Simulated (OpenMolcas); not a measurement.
**Ir³⁺ among point charges: CASSCF and CASPT2 levels and susceptibility**

How does a field of 3 point charges split the states of Ir³⁺, and what χT follows?

Program: OpenMolcas 26.06. Level of theory: state-averaged CASSCF and CASPT2, spin-orbit coupling by RASSI with atomic mean-field integrals. These are calculated values, not measurements, unless marked.

## Step 1: Starting point

```
Species                           : Ir³⁺ (iridium, Z = 77, 74 electrons)
Basis                             : ANO-RCC-VDZP [7s6p4d2f], 59 functions
Scalar Hamiltonian                : DKH2, point nucleus
Inactive shells                   : 1s 2s 2p 3s 3p 3d 4s 4p 4d 4f 5s 5p
Active space                      : 6 electrons in 5 orbitals (5d)
Some configurations of this space : 5d⁶
Orbitals                          : optimised for each spin and parity, averaged over all roots
```

The outer shells:

5d6
```
5d [↑↓][↑ ][↑ ][↑ ][↑ ]
```

The ion sits among 3 point charges of -1.5 e arranged as a planar triangle (D3h), 2.03 Å from the ion.

Each step is its own input file, run in one work folder so that later steps find the files of earlier ones. Labels, J, g values, rates, χT and fits are worked out afterwards by a script from the matrices that RASSI stores.

## Step 2: One- and two-electron integrals

Input file a.inp:

```
&GATEWAY
Coord
1

Ir 0.0 0.0 0.0
Basis=ANO-RCC-VDZP
Group=NoSym
NoMove
AngMom=0.0 0.0 0.0
AMFI
XField
3 Angstrom 0
2.030000 0.000000 0.000000 -1.500000
-1.015000 1.758032 0.000000 -1.500000
-1.015000 -1.758032 0.000000 -1.500000
&SEWARD
```

Started as:

```sh
> OMP_NUM_THREADS=1 MOLCAS_MEM=1689 MOLCAS_PROJECT=a pymolcas a.inp > a.log
```

The program printed:

```text
Basis set label: IR.ANO-RCC...7S6P4D2F.

      Electronic valence basis set:
      ------------------
      Associated Effective Charge  77.000000 au
      Associated Actual Charge     77.000000 au
      Nuclear Model: Point charge

      Shell  nPrim  nBasis  Cartesian Spherical Contaminant
         s      24       7        X
         p      21       6        X
         d      15       4                 X
         f      11       2                 X
                  Relativistic Douglas-Kroll-Hess integrals:
                    - DKH order of Hamiltonian: 2
                    - DKH order of Properties : 0
                  Atomic mean-field integrals
```

## Step 3: Reference wave functions, quintets, 5 roots

Input file a.inp:

```
&RASSCF
FileOrb=start.orb
Symmetry=1
Spin=5
nActEl=6 0 0
Inactive=34
Ras2=5
CIRoot=5 5 1
SDav=5
CIMx=300
Iter=120 100
PrWF=0.3
OrbListing=Nothing
MaxOrb=0
>>> COPY $Project.JobIph JOB001
```

Started as:

```sh
> OMP_NUM_THREADS=1 MOLCAS_MEM=1689 MOLCAS_PROJECT=a pymolcas a.inp > a.log
```

start.orb holds the contracted functions of the basis, ordered by shell, or the orbitals of the step before.

The program printed, cut to the lines that bear on the results:

```text
[...]
      Number of active orbitals                  5
[...]
      Spin quantum number                      2.0
[...]
      Active orbitals                            5
[...]
      Number of CSFs                             5
      Number of root(s) required                 5
[...]
      Convergence after 11 iterations
[...]
      Natural orbitals and occupation numbers for root  1
      sym 1:   1.000000   1.000000   2.000000   1.000000   1.000000
      Natural orbitals and occupation numbers for root  2
      sym 1:   1.000000   2.000000   1.000000   1.000000   1.000000
      Natural orbitals and occupation numbers for root  3
      sym 1:   1.000000   2.000000   1.000000   1.000000   1.000000
::    RASSCF root number  1 Total energy: -17812.33954499
::    RASSCF root number  2 Total energy: -17812.32590209
::    RASSCF root number  3 Total energy: -17812.32590208
::    RASSCF root number  4 Total energy: -17812.28053450
::    RASSCF root number  5 Total energy: -17812.28053449
```

## Step 4: Reference wave functions, triplets, 45 roots

Input file a.inp:

```
&RASSCF
FileOrb=start.orb
Symmetry=1
Spin=3
nActEl=6 0 0
Inactive=34
Ras2=5
CIRoot=45 45 1
SDav=45
CIMx=300
Iter=120 100
PrWF=0.3
OrbListing=Nothing
MaxOrb=0
>>> COPY $Project.JobIph JOB002
```

The program printed, cut to the lines that bear on the results:

```text
[...]
      Number of active orbitals                  5
[...]
      Spin quantum number                      1.0
[...]
      Active orbitals                            5
[...]
      Number of CSFs                            45
      Number of root(s) required                45
[...]
      Convergence after  7 iterations
[...]
      Natural orbitals and occupation numbers for root  1
      sym 1:   1.018870   1.878758   0.159519   1.063291   1.879562
      Natural orbitals and occupation numbers for root  2
      sym 1:   0.159519   1.018870   1.879562   1.063291   1.878758
      Natural orbitals and occupation numbers for root  3
      sym 1:   1.709669   1.387918   0.757248   1.387918   0.757247
::    RASSCF root number  1 Total energy: -17812.26081768
::    RASSCF root number  2 Total energy: -17812.26081768
::    RASSCF root number  3 Total energy: -17812.25891256
[...]
::    RASSCF root number 27 Total energy: -17812.18645516
::    RASSCF root number 28 Total energy: -17812.18645515
::    RASSCF root number 29 Total energy: -17812.18565847
::    RASSCF root number 30 Total energy: -17812.18565847
```

## Step 5: Reference wave functions, singlets, 50 roots

Input file a.inp:

```
&RASSCF
FileOrb=start.orb
Symmetry=1
Spin=1
nActEl=6 0 0
Inactive=34
Ras2=5
CIRoot=50 50 1
SDav=50
CIMx=300
Iter=120 100
PrWF=0.3
OrbListing=Nothing
MaxOrb=0
>>> COPY $Project.JobIph JOB003
```

The program printed, cut to the lines that bear on the results:

```text
[...]
      Number of active orbitals                  5
[...]
      Spin quantum number                      0.0
[...]
      Active orbitals                            5
[...]
      Number of CSFs                            50
      Number of root(s) required                50
[...]
      Convergence after  7 iterations
[...]
      Natural orbitals and occupation numbers for root  1
      sym 1:   1.999902   1.000241   0.999809   1.000241   0.999808
      Natural orbitals and occupation numbers for root  2
      sym 1:   1.999995   1.000000   1.000003   1.000000   1.000002
      Natural orbitals and occupation numbers for root  3
      sym 1:   1.104341   1.769046   1.017410   1.770441   0.338762
::    RASSCF root number  1 Total energy: -17812.21911676
::    RASSCF root number  2 Total energy: -17812.21910997
::    RASSCF root number  3 Total energy: -17812.21404148
[...]
::    RASSCF root number 27 Total energy: -17812.16408024
::    RASSCF root number 28 Total energy: -17812.15853780
::    RASSCF root number 29 Total energy: -17812.15844294
::    RASSCF root number 30 Total energy: -17812.13231975
```

## Step 6: State interaction with spin-orbit coupling

Input file a.inp:

```
&RASSI
NrOfJobIphs=3 5 45 50
1 2 3 4 5
1 2 3 4 5 6 7 8 9 10 11 12 13 14 15 16 17 18 19 20 21 22 23 24 25 26 27
28 29 30 31 32 33 34 35 36 37 38 39 40 41 42 43 44 45
1 2 3 4 5 6 7 8 9 10 11 12 13 14 15 16 17 18 19 20 21 22 23 24 25 26 27
28 29 30 31 32 33 34 35 36 37 38 39 40 41 42 43 44 45 46 47 48 49 50
IphNames
JOB001
JOB002
JOB003
EJob
SpinOrbit
DIPRint=1.0
SOCoupling=1000.0
Subsets=2
Property=9
'ANGMOM' 1 'ANGMOM' 2 'ANGMOM' 3 'MLTPL  1' 1 'MLTPL  1' 2 'MLTPL  1' 3
'AMFI' 1 'AMFI' 2 'AMFI' 3
SOProperty=3
'ANGMOM' 1 'ANGMOM' 2 'ANGMOM' 3
```

The program printed, cut to the lines that bear on the results:

```text
SPIN-FREE ENERGIES:
  (Shifted by EMIN (a.u.) =     -17812.3395449923)
 SF State       Relative EMIN(au)   Rel lowest level(eV)    D:o, cm**(-1)      L_eff
     1             0.0000000000        0.0000000000              0.0000         2.0
     2             0.0136429065        0.3712423988           2994.2719         2.0
     3             0.0136429082        0.3712424458           2994.2723         2.0
     4             0.0590104928        1.6057573119          12951.3062         2.0
     5             0.0590105012        1.6057575413          12951.3080         2.0
     6             0.0787273083        2.1422791937          17278.6470         3.7
     7             0.0787273159        2.1422794001          17278.6486         3.7
     8             0.0806324287        2.1941201622          17696.7726         4.5
     9             0.0806328252        2.1941309496          17696.8596         4.5
    10             0.0865601785        2.3554224498          18997.7633         4.7
[...]
Eigenvalues of complex Hamiltonian:
   -----------------------------------
  (Shifted by EMIN (a.u.) =     -17812.3395449923)
 SO State       Relative EMIN(au)   Rel lowest level(eV)    D:o, cm**(-1)     J-value
     1            -0.0311803925        0.0000000000              0.0000         3.8
     2            -0.0293952666        0.0485757483            391.7898         3.7
     3            -0.0293952657        0.0485757727            391.7900         3.7
     4            -0.0241221968        0.1920632876           1549.0949         3.4
     5            -0.0241221963        0.1920633024           1549.0950         3.4
     6            -0.0134208241        0.4832624732           3897.7747         2.6
     7            -0.0134195181        0.4832980122           3898.0614         2.6
     8            -0.0041480950        0.7355862884           5932.9035         1.6
     9            -0.0041480950        0.7355862877           5932.9035         1.6
    10             0.0041263152        0.9607444592           7748.9266         2.5
    11             0.0041263158        0.9607444765           7748.9268         2.5
[...]
```

Time for these steps: 27 s (1 thread of Arm Neoverse V1, shared host).

Spin-free states, with their symmetry labels:

```tsv
state	degeneracy	E (cm-1)	free-ion L (%)
5A1	1	0	D (100)
5E	2	2994	D (100)
5E	2	12951	D (100)
3E	2	17279	G (42)
triplet	2	17697	H (58)
3E	2	18998	H (77)
3E	2	19268	G (44)
3E	2	19540	H (100)
3E	2	21743	H (47)
3A2	1	21883	F (64)
3E	2	22286	H (55)
3E	2	22874	P (84)
3A1	1	23492	G (80)
3A2	1	24675	F (88)
3A2	1	24685	H (54)
3A1	1	24756	F (88)
1A1	1	26431	I (100)
1A2	1	26432	I (100)
1E	2	27545	D (38)
1A1	1	27839	G (65)
1E	2	28355	G (62)
3A2	1	29064	P (54)
1E	2	29164	I (100)
3E	2	30392	F (35)
```

With spin-orbit coupling:

```tsv
E (cm-1)	Degeneracy	Label	2S+1	g
0.0	1	A1	5	
391.8	2	E	5	0.00 0.00 3.33
1549	2	E	5	0.00 0.00 6.65
3898	1	A1	5	
3898	1	A2	5	
5933	2	E	5	0.00 0.00 6.70
7749	2	E	5	0.00 0.00 3.09
8455	1	A2	5	
9080	1	A1	5	
9778	2	E	5	0.00 0.00 4.95
11137	2	E	5	0.00 0.00 11.48
14863	1	A1	5	
14864	1	A2	5	
15359	2	E	5	0.00 0.00 4.41
15999	2	E	3	0.00 0.00 1.09
16002	1	A1	3	
16521	2	E	3	0.00 0.00 3.25
17730	2	E	5	0.00 0.00 0.70
18783	1	A2	3	
18797	1	A1	3	
19445	1	A1	5	
19694	1	A2	3	
20298	2	E	3	0.00 0.00 8.28
20874	1	A2	5
```

The table of states holds 24 of 66 computed; the rest, higher up, is left out. Labels of spin-orbit levels are those of the rotation subgroup (D3 for D3h). Principal g values are given for doublets only; a zero marks a field direction without first-order Zeeman splitting.

Powder χT (cm³ K/mol): 0.04 at 2 K, 0.09 at 5 K, 0.18 at 10 K, 0.36 at 20 K, 0.89 at 50 K, 1.77 at 100 K, 2.53 at 150 K, 3.09 at 200 K, 3.48 at 250 K, 3.74 at 300 K.

## Step 7: CASPT2: IPEA 0.25, imaginary shift 0.1 (closed shells correlated: 4f 5s 5p)

Input file a.inp:

```
>>> COPY JOB001 $Project.JobIph
&CASPT2
Multistate=5 1 2 3 4 5
NoMult
Frozen=23
IPEA=0.25
Imaginary=0.1
MaxIter=60
WThr=0.0 0.3 0.05
PrWF=0.5
NoMix
>>> COPY JOB002 $Project.JobIph
&CASPT2
Multistate=45 1 2 3 4 5 6 7 8 9 10 11 12 13 14 15 16 17 18 19 20 21 22
23 24 25 26 27 28 29 30 31 32 33 34 35 36 37 38 39 40 41 42 43 44 45
NoMult
Frozen=23
IPEA=0.25
Imaginary=0.1
MaxIter=60
WThr=0.0 0.3 0.05
PrWF=0.5
NoMix
>>> COPY JOB003 $Project.JobIph
&CASPT2
Multistate=50 1 2 3 4 5 6 7 8 9 10 11 12 13 14 15 16 17 18 19 20 21 22
23 24 25 26 27 28 29 30 31 32 33 34 35 36 37 38 39 40 41 42 43 44 45 46
47 48 49 50
NoMult
Frozen=23
IPEA=0.25
Imaginary=0.1
MaxIter=60
WThr=0.0 0.3 0.05
PrWF=0.5
NoMix
```

The program printed, cut to the lines that bear on the results:

```text
[...]
      Active orbitals                            5
[...]
      E2 (Variational):          -0.2816267652
      Total energy:          -17812.6211717574
[...]
::    CASPT2 Root  1     Total energy: -17812.62117176
::    CASPT2 Root  2     Total energy: -17812.60561580
[...]
::    CASPT2 Root 27     Total energy: -17812.45985713
::    CASPT2 Root 28     Total energy: -17812.45094729
::    CASPT2 Root 29     Total energy: -17812.45109627
::    CASPT2 Root 30     Total energy: -17812.42765969
```

This run: 23 s of run time, 1 thread of Arm Neoverse V1, shared host.

SS-CASPT2: lowest energy less the reference's lowest, -0.2816 hartree; reference weights 0.931 to 0.946.

States without spin-orbit coupling:

```tsv
state	degeneracy	E (cm-1)	free-ion L (%)
5A1	1	0	D (100)
5E	2	3414	D (100)
5E	2	13687	D (100)
3E	2	16549	G (42)
triplet	2	16601	H (58)
3E	2	17463	G (44)
3E	2	18203	H (77)
3E	2	19377	H (100)
3A2	1	20247	F (64)
3E	2	20259	H (47)
3E	2	20751	P (84)
3E	2	21414	H (55)
3A1	1	21860	G (80)
3A2	1	23031	F (88)
3A1	1	23071	F (88)
3A2	1	23194	H (54)
1A2	1	25077	I (100)
1A1	1	25120	I (100)
1E	2	25161	D (38)
1A1	1	25499	G (65)
1E	2	26248	G (62)
3A2	1	27189	P (54)
1E	2	28384	I (100)
1A2	1	28505	I (66)
```

With spin-orbit coupling:

```json
{"E (cm-1)": "0", "Degeneracy": "1", "Label": "A1", "2S+1": "5", "g": ""}
{"E (cm-1)": "480", "Degeneracy": "2", "Label": "E", "2S+1": "5", "g": "0.00 0.00 3.32"}
{"E (cm-1)": "1760", "Degeneracy": "2", "Label": "E", "2S+1": "5", "g": "0.00 0.00 6.64"}
{"E (cm-1)": "4320", "Degeneracy": "1", "Label": "A2", "2S+1": "5", "g": ""}
{"E (cm-1)": "4320", "Degeneracy": "1", "Label": "A1", "2S+1": "5", "g": ""}
{"E (cm-1)": "5770", "Degeneracy": "2", "Label": "E", "2S+1": "5", "g": "0.00 0.00 6.59"}
{"E (cm-1)": "8010", "Degeneracy": "2", "Label": "E", "2S+1": "5", "g": "0.00 0.00 3.04"}
{"E (cm-1)": "8910", "Degeneracy": "1", "Label": "A2", "2S+1": "5", "g": ""}
{"E (cm-1)": "9130", "Degeneracy": "1", "Label": "A1", "2S+1": "5", "g": ""}
{"E (cm-1)": "9990", "Degeneracy": "2", "Label": "E", "2S+1": "5", "g": "0.00 0.00 4.86"}
{"E (cm-1)": "11540", "Degeneracy": "2", "Label": "E", "2S+1": "5", "g": "0.00 0.00 11.33"}
{"E (cm-1)": "14730", "Degeneracy": "1", "Label": "A1", "2S+1": "3", "g": ""}
{"E (cm-1)": "15160", "Degeneracy": "1", "Label": "A2", "2S+1": "5", "g": ""}
{"E (cm-1)": "15170", "Degeneracy": "1", "Label": "A1", "2S+1": "5", "g": ""}
{"E (cm-1)": "15230", "Degeneracy": "2", "Label": "E", "2S+1": "5", "g": "0.00 0.00 4.57"}
{"E (cm-1)": "15370", "Degeneracy": "2", "Label": "E", "2S+1": "3", "g": "0.00 0.00 1.25"}
{"E (cm-1)": "15780", "Degeneracy": "2", "Label": "E", "2S+1": "3", "g": "0.00 0.00 3.28"}
{"E (cm-1)": "17620", "Degeneracy": "2", "Label": "E", "2S+1": "5", "g": "0.00 0.00 0.97"}
{"E (cm-1)": "18250", "Degeneracy": "1", "Label": "A2", "2S+1": "3", "g": ""}
{"E (cm-1)": "18260", "Degeneracy": "1", "Label": "A1", "2S+1": "3", "g": ""}
{"E (cm-1)": "18360", "Degeneracy": "1", "Label": "A2", "2S+1": "3", "g": ""}
{"E (cm-1)": "19180", "Degeneracy": "1", "Label": "A1", "2S+1": "5", "g": ""}
{"E (cm-1)": "19800", "Degeneracy": "2", "Label": "E", "2S+1": "3", "g": "0.00 0.00 8.46"}
{"E (cm-1)": "21020", "Degeneracy": "2", "Label": "E", "2S+1": "3", "g": "0.00 0.00 7.61"}
```

Powder χT (cm³ K/mol): 0.03 at 2 K, 0.07 at 5 K, 0.14 at 10 K, 0.28 at 20 K, 0.71 at 50 K, 1.42 at 100 K, 2.08 at 150 K, 2.64 at 200 K, 3.06 at 250 K, 3.37 at 300 K.

## Step 8: The methods side by side

A. CASSCF
B. SS-CASPT2, IPEA 0.25, imaginary shift 0.1 (closed shells correlated: 4f 5s 5p)

```tsv
method	ground state	first state of that spin (cm-1)	first gap with spin-orbit (cm-1)	χT at 300 K
A	5A1	5E 2994	391.8	3.74
B	5A1	5E 3414	480.5	3.37
```

## Step 9: Outcome

```
                                            quantity                                                                           value
                                              method  SS-CASPT2, IPEA 0.25, imaginary shift 0.1 (closed shells correlated: 4f 5s 5p)
                              spin-free ground state                                                 5A1, 1-fold in its orbital part
first state of the same spin within the active space                                                                 5E at 3410 cm⁻¹
                                        lowest level                                                                       1-fold A1
                                          next level                                                                      480.5 cm⁻¹
                                         χT at 300 K                                                                  3.37 cm³ K/mol
                           effective moment at 300 K                                                                         5.20 μB
```

Cost by method:

```tsv
method	time of its own steps	time with the reference
A. CASSCF	27 s	27 s
B. SS-CASPT2, IPEA 0.25, imaginary shift 0.1, +4f 5s 5p	23 s	50 s
```

Times are of one thread on a shared host.

In words: The spin-free ground state (5A1) comes to 100 % from free-ion D terms and keeps the highest spin of the shell. χT at 300 K is 3.37, against 3.01 cm³ K/mol for the spin alone, so orbital moment adds to it. An active space of the d shell alone favours high spin; real ions in strong fields can be low spin. CASPT2 does not keep the components of a term degenerate, and the means are used. The field of point charges can differ much from that of real complexes. With metal d orbitals alone active, the gaps between spin states are rough; where two lie within a few thousand cm-1, their order is open. This is an electrostatic model: the charges have no orbitals.
